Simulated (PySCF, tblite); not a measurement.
**C6H6F2: geometry, infrared bands and NMR shifts**

What infrared bands and NMR shifts should C6H6F2 (`FCC#C/C=C\CF`) show?

Computed with tblite 0.8.0 and PySCF 2.14.0, with density-fitted response routines of our own, on a single molecule in the gas phase. Atoms count from 0, in the outputs and in this text.

## 1. Starting geometry

14 atoms, charge 0, multiplicity 1; geometry from: force field or distance geometry start.

Bonds of the start (Å): F0–C1 1.37, C1–C2 1.46, C2–C3 1.22, C3–C4 1.43, C4–C5 1.32, C5–C6 1.47, C6–F7 1.39, C1–H8 1.12, C1–H9 1.09, C4–H10 1.10, C5–H11 1.10, C6–H12 1.09, C6–H13 1.12.

## 2. Relaxing the molecule with GFN2-xTB

Job settings and geometry (Å):

```
{"job": {"kind": "relax", "xc": "GFN2-xTB", "basis": "xTB"}, "charge": 0, "multiplicity": 1}
F      2.619300     1.502300     1.110800
C      2.849000     0.416800     0.310800
C      1.567200    -0.097000    -0.176600
C      0.499800    -0.512000    -0.585500
C     -0.761500    -1.029500    -1.032000
C     -1.876000    -0.559600    -0.514900
C     -1.934800     0.471900     0.534800
F     -2.554800     0.040500     1.703600
H      3.289900    -0.378900     0.971200
H      3.543000     0.659700    -0.498200
H     -0.765900    -1.796900    -1.823500
H     -2.828500    -0.963100    -0.877300
H     -1.001200     0.999500     0.718800
H     -2.646100     1.245900     0.135900
```

On the command line:

```sh
$ OMP_NUM_THREADS=1 python probes_run.py task.json out
```

The driver reads the jobs from task.json and runs them one after another.

**Question.** This job is followed by: GFN2-xTB harmonic vibrations, gas phase; GIAO PBE0/pcSseg-1 NMR shielding, non-relativistic, gas phase. Predict these results of the whole session: strongest single infrared mode (GFN2-xTB); zero-point energy (GFN2-xTB); 13C shifts against TMS (PBE0/pcSseg-1); 1H shifts against TMS (PBE0/pcSseg-1, means over atoms taken as alike); 19F shifts against CFCl3 (PBE0/pcSseg-1).

As calculated:

| quantity | value |
| --- | --- |
| strongest single infrared mode (GFN2-xTB) | 994 cm⁻¹, 92 km/mol |
| zero-point energy (GFN2-xTB) | 62.5 kcal/mol |
| 13C shifts against TMS (PBE0/pcSseg-1) | 152.1, 113.6, 103.1, 94.0, 86.1, 74.1 ppm |
| 1H shifts against TMS (PBE0/pcSseg-1, means over atoms taken as alike) | 6.62, 5.83, 5.69, 5.58 ppm |
| 19F shifts against CFCl3 (PBE0/pcSseg-1) | -245.6, -255.2 ppm |

In words: Relaxing lowered the energy by 0.249 eV in 90 steps; the close pair that moved most is C1–H8, from 1.124 to 1.098 Å. All 36 modes are real, so the xTB geometry is a minimum. The strongest single mode, at 994 cm⁻¹, moves mainly C1 and F0. Unscaled tight-binding wavenumbers are off by several per cent, some by more. Its intensities can rank the bands wrongly.
